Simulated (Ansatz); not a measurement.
# TiC (rocksalt type): a single-point run

Aim: a sound single-point run of TiC (rocksalt type). The structure is shown as the input types it.

Program: Ansatz 0.2.0. Level of theory: DFT, r2SCAN, PAW with Ansatz's default frozen-core files, scalar-relativistic. These are calculated values, not measurements.

## Step 1: The system as given

Symmetry: Fm-3m, No. 225, cubic system. Conventional cell: a = 4.239 Å, b = 4.239 Å, c = 4.239 Å, α = 90.00°, β = 90.00°, γ = 90.00°. Around Ti (site symmetry m-3m) lie 6 C at 2.12 Å. Around C (site symmetry m-3m) lie 6 Ti at 2.12 Å.

Coordinates:

```cif
data_structure
_symmetry_space_group_name_H-M 'P 1'
_symmetry_Int_Tables_number 1
_cell_length_a 2.9978
_cell_length_b 2.9978
_cell_length_c 2.9978
_cell_angle_alpha 60.000
_cell_angle_beta 60.000
_cell_angle_gamma 60.000
_cell_volume 19.05
loop_
_atom_site_label
_atom_site_type_symbol
_atom_site_fract_x
_atom_site_fract_y
_atom_site_fract_z
_atom_site_occupancy
Ti1 Ti 0.00000 0.00000 0.00000 1
C1 C 0.50000 0.50000 0.50000 1
```

## Step 2: Input and run

input.yaml reads:

```yaml
crystal:
  lattice:
    - [0.0, 2.1197386992, 2.1197386992]
    - [2.1197386992, 0.0, 2.1197386992]
    - [2.1197386992, 2.1197386992, 0.0]
  atoms:
    - { symbol: Ti, position: [0.0, 0.0, 0.0] }
    - { symbol: C, position: [0.5, 0.5, 0.5] }
kpoints:
  mp_grid: { grid: [15, 15, 15] }
  band_path:
    path:
      - [0.0, 0.0, 0.0]
      - [0.5, 0.0, 0.5]
      - [0.625, 0.25, 0.625]
      - [0.375, 0.375, 0.75]
      - [0.0, 0.0, 0.0]
      - [0.5, 0.5, 0.5]
      - [0.5, 0.25, 0.75]
      - [0.5, 0.0, 0.5]
    npoints: 8
scf:
  occupations: { method: fermi_dirac, width: 0.1 }
  mixing: { algorithm: anderson, beta: 1.5, ndim: 1, preconditioner: none }
  max_iter: 100
hamiltonian:
  xc: r2scan
  pseudopotentials: { kind: paw }
output:
  forces: true
  stress: true
  eigenvalues: true
  populations: true
```

Run with:

```console
ansatz run input.yaml --threads 1 --pin off --max-ram 2048MiB --backend cpu --events-out ev --progress --plain --runs-dir out
```

What it wrote:

```text
Error: invalid value for `scf.mixing.beta`: must be finite and in (0, 1]; got 1.5
```

It took 0.04 s on 1 thread of Arm Neoverse V2, shared host; peak memory 0.031 GiB.

## Step 3: Diagnosis

The program refused the input before any cycle. Its message: «invalid value for `scf.mixing.beta`: must be finite and in (0, 1]; got 1.5»

The number typed is not permitted for that setting.

The cure: choose a value inside the allowed range.

## Step 4: Outcome

| quantity | value |
| --- | --- |
| ending | refused |
| cause | value out of range |

Nothing from this run should be quoted.
